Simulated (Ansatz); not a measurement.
# InSb: how the settings move a single-point run

How sensitive is a single-point run of InSb to its settings? A reference run comes first, then three runs with altered input.

Computed with Ansatz 0.2.0 (reference: DFT, PBE, plane waves, PAW, unless a step's input says otherwise).

1 further run of the same task is left out (it didn't finish).

**1. The system as given**

The structure is cubic, space group F-43m (No. 216). Conventional cell: a = 6.559 Å, b = 6.559 Å, c = 6.559 Å, α = 90.00°, β = 90.00°, γ = 90.00°. Around In (site symmetry -43m) lie 4 Sb at 2.84 Å. Around Sb (site symmetry -43m) lie 4 In at 2.84 Å.

Structure file:

```cif
data_structure
_symmetry_space_group_name_H-M 'F-43m'
_symmetry_Int_Tables_number 216
_cell_length_a 6.5590
_cell_length_b 6.5590
_cell_length_c 6.5590
_cell_angle_alpha 90.000
_cell_angle_beta 90.000
_cell_angle_gamma 90.000
_cell_volume 282.17
loop_
_atom_site_label
_atom_site_type_symbol
_atom_site_symmetry_multiplicity
_atom_site_Wyckoff_symbol
_atom_site_fract_x
_atom_site_fract_y
_atom_site_fract_z
_atom_site_occupancy
In1 In 4 a 0.00000 0.00000 0.00000 1
Sb1 Sb 4 d 0.25000 0.25000 0.75000 1
```

**2. Baseline**

input.yaml

```yaml
crystal:
  lattice:
    - [0.0, 3.2795130145, 3.2795130145]
    - [3.2795130145, 0.0, 3.2795130145]
    - [3.2795130145, 3.2795130145, 0.0]
  atoms:
    - { symbol: In, position: [0.0, 0.0, 0.0] }
    - { symbol: Sb, position: [0.25, 0.25, 0.25] }
kpoints:
  mp_grid: { grid: [4, 4, 4] }
hamiltonian:
  xc: pbe
scf:
  occupations: { method: fermi_dirac, width: 0.02 }
  n_extra_bands: 4
output:
  forces: true
  stress: true
  eigenvalues: true
  write_density: true
  write_potential: true
  elf: true
  volumetric_format: npy
```

Launch:

```bash
$ ansatz run input.yaml --threads 4 --pin off --max-ram 3686MiB --backend cpu --events-out ev --progress --plain --runs-dir out
```

**3. Variant: xc r2scan**

Changes to input.yaml since step 2:

```diff
@@ -11,3 +11,3 @@
 hamiltonian:
-  xc: pbe
+  xc: r2scan
 scf:
@@ -19,5 +19 @@
   eigenvalues: true
-  write_density: true
-  write_potential: true
-  elf: true
-  volumetric_format: npy
```

**4. Changed: xc lc_wpbe**

Changes to input.yaml since step 2:

```diff
@@ -11,3 +11,3 @@
 hamiltonian:
-  xc: pbe
+  xc: lc_wpbe
 scf:
@@ -19,5 +19 @@
   eigenvalues: true
-  write_density: true
-  write_potential: true
-  elf: true
-  volumetric_format: npy
```

**5. Changed: exchange pbe, correlation pbe, coeff 0.5**

Changes to input.yaml since step 2:

```diff
@@ -11,3 +11,3 @@
 hamiltonian:
-  xc: pbe
+  xc: { exchange: pbe, correlation: pbe, exx: { coeff: 0.5 } }
 scf:
@@ -19,5 +19 @@
   eigenvalues: true
-  write_density: true
-  write_potential: true
-  elf: true
-  volumetric_format: npy
```

Q: Predict the outcome of this session. Wanted: for each run, ending; energy change; pressure; gap; force.

As calculated:

```csv
run,ending,energy change,pressure (GPa),gap (eV),force (eV/Å),cycles,time
reference,converged,-,1.9,0.00,0.00,6,0.52 s
1: xc r2scan,converged,not comparable,0.3,0.01,0.00,6,1 s
2: xc lc_wpbe,converged,not comparable,-3.6,4.55,0.00,26,11 s
"3: exchange pbe, correlation pbe, coeff 0.5",converged,not comparable,-1.9,2.41,0.00,26,8.6 s
```

Times don't compare one to one where runs were asked for different outputs or read a saved state (see the inputs); cycles may leave out searches for a lower state.

Residual by cycle in the longest SCF loop of each run; runs are numbered as in the table. The quantity is the density residual dr2, in eV.

```csv
cycle,reference,run 1,run 2,run 3
1,0.00107,0.0131,0.00347,2.9e-5
2,2.2e-4,0.00552,1.7e-4,2.2e-5
3,2.4e-5,1.6e-4,1.2e-5,2.6e-6
4,4.0e-6,4.4e-6,1.3e-6,1.3e-6
5,4.6e-7,3.0e-7,2.6e-8,3.0e-7
6,1.2e-8,7.2e-9,1.2e-9,1.2e-7
7,-,-,5.8e-11,3.2e-8
8,-,-,-,4.7e-9
```

What this shows: Semilocal functionals close small gaps, so the missing gap need not be the real solid's. Of the variants the dearest is «xc lc_wpbe» (11 s), the cheapest «xc r2scan» (1 s), on a shared host.
